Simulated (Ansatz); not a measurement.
Here is an Ansatz input file for Cs2KSbCl6, space group Fm-3m. Write the same calculation for the Python package.

```yaml
crystal:
  lattice:
    - [0.0, 5.694792, 5.694792]
    - [5.694792, 0.0, 5.694792]
    - [5.694792, 5.694792, 0.0]
  atoms:
    - { symbol: K, position: [0.5, 0.5, 0.5] }
    - { symbol: Cs, position: [0.75, 0.75, 0.75] }
    - { symbol: Cs, position: [0.25, 0.25, 0.25] }
    - { symbol: Sb, position: [0.0, 0.0, 0.0] }
    - { symbol: Cl, position: [0.765862, 0.234138, 0.234138] }
    - { symbol: Cl, position: [0.234138, 0.234138, 0.765862] }
    - { symbol: Cl, position: [0.234138, 0.765862, 0.765862] }
    - { symbol: Cl, position: [0.234138, 0.765862, 0.234138] }
    - { symbol: Cl, position: [0.765862, 0.234138, 0.765862] }
    - { symbol: Cl, position: [0.765862, 0.765862, 0.234138] }
kpoints:
  mp_grid:
    grid: [3, 3, 3]
hamiltonian:
  xc: lda
scf:
  occupations:
    method: fixed
output:
  forces: true
```

`run_deck.py`:
```python
"""Single point of Cs2KSbCl6 through the engine session."""

import ansatz as az
import numpy as np

settings = {
    "crystal": {
        "lattice": [
            [0.0, 5.694792, 5.694792],
            [5.694792, 0.0, 5.694792],
            [5.694792, 5.694792, 0.0],
        ],
        "atoms": [
            {"symbol": "K", "position": [0.5, 0.5, 0.5]},
            {"symbol": "Cs", "position": [0.75, 0.75, 0.75]},
            {"symbol": "Cs", "position": [0.25, 0.25, 0.25]},
            {"symbol": "Sb", "position": [0.0, 0.0, 0.0]},
            {"symbol": "Cl", "position": [0.765862, 0.234138, 0.234138]},
            {"symbol": "Cl", "position": [0.234138, 0.234138, 0.765862]},
            {"symbol": "Cl", "position": [0.234138, 0.765862, 0.765862]},
            {"symbol": "Cl", "position": [0.234138, 0.765862, 0.234138]},
            {"symbol": "Cl", "position": [0.765862, 0.234138, 0.765862]},
            {"symbol": "Cl", "position": [0.765862, 0.765862, 0.234138]},
        ],
    },
    "kpoints": {"mp_grid": {"grid": [3, 3, 3]}},
    "hamiltonian": {"xc": "lda"},
    "scf": {"occupations": {"method": "fixed"}},
    "output": {"forces": True},
}

res = az.Session.from_dict(settings).plan(threads=1).execute()
rep = res.report

n_atoms = len(rep["lattice"]["sites"])
print("F =", round(rep["free_energy_ev"], 4), "eV for", n_atoms, "atoms")
print("E(sigma -> 0) =", round(rep["energy_sigma0_ev"], 4), "eV, TS =", round(rep["entropy_ts_ev"], 5), "eV")
print("closed by", rep["closed_by"], "after", rep["n_iterations"], "iterations")

# forces, one row an atom
forces = np.array(rep["forces_ev_ang"])
norms = np.linalg.norm(forces, axis=1)
print("largest force {:.4f} eV/A on atom {}".format(norms.max(), norms.argmax()))
print(np.array2string(forces, precision=4, suppress_small=True))
```

```console
$ python run_deck.py
DeckWarning: basis.ecutwfc = 420 eV, auto-derived from the records' recommended cutoffs: set by K (normal level)
F = -25121.4905 eV for 10 atoms
E(sigma -> 0) = -25121.4905 eV, TS = 0.0 eV
closed by deck_thresholds after 7 iterations
largest force 0.1369 eV/A on atom 5
[[ 0.     -0.     -0.    ]
 [ 0.      0.      0.    ]
 [ 0.     -0.     -0.    ]
 [ 0.     -0.      0.    ]
 [-0.1369 -0.      0.    ]
 [-0.     -0.     -0.1369]
 [ 0.1369  0.      0.    ]
 [ 0.     -0.1369 -0.    ]
 [-0.      0.1369  0.    ]
 [-0.      0.      0.1369]]
```
(Warnings from the package without file and line, repeats left out.)

Reading the output:
- Absolute energies stand on the zero of these potentials, so only differences at equal settings mean something. A total without «per atom» is that of the cell as typed.
- The structure comes from a database of computed cells and needn't be a stable or known phase.
- Finished in 4.1 s on 1 thread of Arm Neoverse V2, with other jobs on the host, peak memory 0.59 GiB.

(Lines on the test bed's own set-up are left out of the output.)
